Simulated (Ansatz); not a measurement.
# ClFGeI radical: one species, many methods

Aim: compute ClFGeI radical with functionals from several rungs and with coupled cluster, and see how far each lands from CCSD(T) at the basis-set limit for the atomisation energy.

Computed with Ansatz 0.2.0, Gaussian basis. Level: functionals in def2-TZVPP, the program's frozen cores in correlated methods.

Levels to be run: LDA (SPW92), PBE-D4, revPBE-D4, BLYP-D4, r2SCAN-D4, B97M-V, PBE0-D4, B3LYP-D4, r2SCANh-D4, r2SCAN0-D4, HSE06-D4, BHLYP-D4, CAM-B3LYP-D4, LC-ωPBE, ωB97X-V, ωB97M-V, B2PLYP, PBE-QIDH; CCSD(T)/def2-SVP; CCSD(T)/def2-TZVPP; MP2/def2-QZVPP; extrapolation to the limit; RPA on PBE.

### 1 The relaxed structure

All runs share one geometry, relaxed beforehand with PBE0-D4 in a triple-zeta def2 set. I takes the def2 core potential; no spin-orbit term is included.

SMILES `[F][Ge]([Cl])[I]`, 4 atoms, charge 0, spin multiplicity 2.

Atoms are counted from 1 here; the program's logs count them from 0.

Bond lengths: F1–Ge2 1.735 Å, Ge2–Cl3 2.150 Å, Ge2–I4 2.525 Å. Angles: F1–Ge2–Cl3 104.5°, F1–Ge2–I4 107.6°, Cl3–Ge2–I4 112.1°.

As a file:

```xyz
4
ClFGeI
F    -1.6953   -0.2053    0.1242
Ge   -0.1246    0.5320    0.1317
Cl    0.8903   -0.3769    1.7946
I     0.9851   -0.0100   -2.0706
```

### 2 LDA

This LDA is Slater exchange with PW92 correlation.

Contents of in.yaml:

```yaml
crystal:
  periodic: [false, false, false]
  atoms:
    - {symbol: F, position_ang: [-1.695259, -0.205263, 0.124159]}
    - {symbol: Ge, position_ang: [-0.124626, 0.531978, 0.131672]}
    - {symbol: Cl, position_ang: [0.890311, -0.376936, 1.794572]}
    - {symbol: I, position_ang: [0.985075, -0.009980, -2.070602]}
basis:
  gaussian: {orbitals: def2-TZVPP}
magnetization: {spin_polarized: true, initial_magnetization: 1}
hamiltonian: {xc: lda}
output: {orbitals: {seedname: orbitals}}
```

Launch:

```
$ ansatz run in.yaml --threads 4 --pin off --events-out ev --progress --plain --max-ram 10444MiB
```

The runs that follow: PBE-D4 (GGA); revPBE-D4 (GGA); BLYP-D4 (GGA); r2SCAN-D4 (meta-GGA); B97M-V (meta-GGA); PBE0-D4 (hybrid); B3LYP-D4 (hybrid); r2SCANh-D4 (hybrid); r2SCAN0-D4 (hybrid); HSE06-D4 (hybrid); BHLYP-D4 (hybrid); CAM-B3LYP-D4 (range-separated); LC-ωPBE (range-separated); ωB97X-V (range-separated); ωB97M-V (range-separated); B2PLYP (double hybrid); PBE-QIDH (double hybrid); CCSD(T) in def2-SVP; CCSD(T) in def2-TZVPP; MP2 in def2-QZVPP; RPA on PBE orbitals.

Q: Predict the results of all the runs planned. Wanted: atomisation energy, CCSD(T)/CBS; farthest beyond LDA; mean size of error, GGA; mean size of error, meta-GGA; mean size of error, hybrid; mean size of error, range-separated; mean size of error, double hybrid; gap, smallest and largest; T1 diagnostic.

As calculated:

| quantity | value |
| --- | --- |
| atomisation energy, CCSD(T)/CBS | 1046.8 kJ/mol |
| functionals within 10.5 kJ/mol (1.0 %) | revPBE-D4, BLYP-D4, PBE0-D4, r2SCANh-D4, HSE06-D4, ωB97X-V, PBE-QIDH |
| farthest beyond LDA | BHLYP-D4 (-72.8 kJ/mol) |
| mean size of error, GGA | 22.1 kJ/mol |
| mean size of error, meta-GGA | 25.1 kJ/mol |
| mean size of error, hybrid | 21.2 kJ/mol |
| mean size of error, range-separated | 15.4 kJ/mol |
| mean size of error, double hybrid | 14.3 kJ/mol |
| gap, smallest and largest | 0.66 eV (LDA (SPW92)), 7.54 eV (LC-ωPBE) |
| T1 diagnostic | 0.0131 |
| triples share of the correlation energy | 3.1 % |

What this shows: The LDA atomisation energy is off by 231.5 kJ/mol (22 %): it overbinds. PBE-D4 misses by +54.5 kJ/mol. Double hybrids carry the basis error of their MP2 part in triple zeta, and no dispersion term here, so their miss is partly the set-up's. Taken by rung, double hybrid functionals do best (14.3 kJ/mol on average) and meta-GGA ones worst beyond LDA (25.1 kJ/mol). GGA functionals lie within the reference's doubt of that worst mean (22.1 kJ/mol), so those two tie. The gap between the best rungs is small, so their order is not settled. RPA and LDA stand outside this count. Misses under about 10.5 kJ/mol are within the doubt on the reference itself, which lacks core-valence correlation, spin-orbit coupling and higher excitations, and its outer-core shells are covered unevenly. All levels share the lack of spin-orbit coupling, which lowers the free heavy atoms and so the true binding. Hartree-Fock recovers 66 % of the binding; the rest is correlation. CCSD(T) in def2-SVP is off by -124.4 kJ/mol, which most functionals beat. The gap grows from 0.7 to 7.5 eV across the functionals, mostly with the share of exact exchange. Correlated methods include outer-core shells of Ge, I, which these sets cover unevenly.
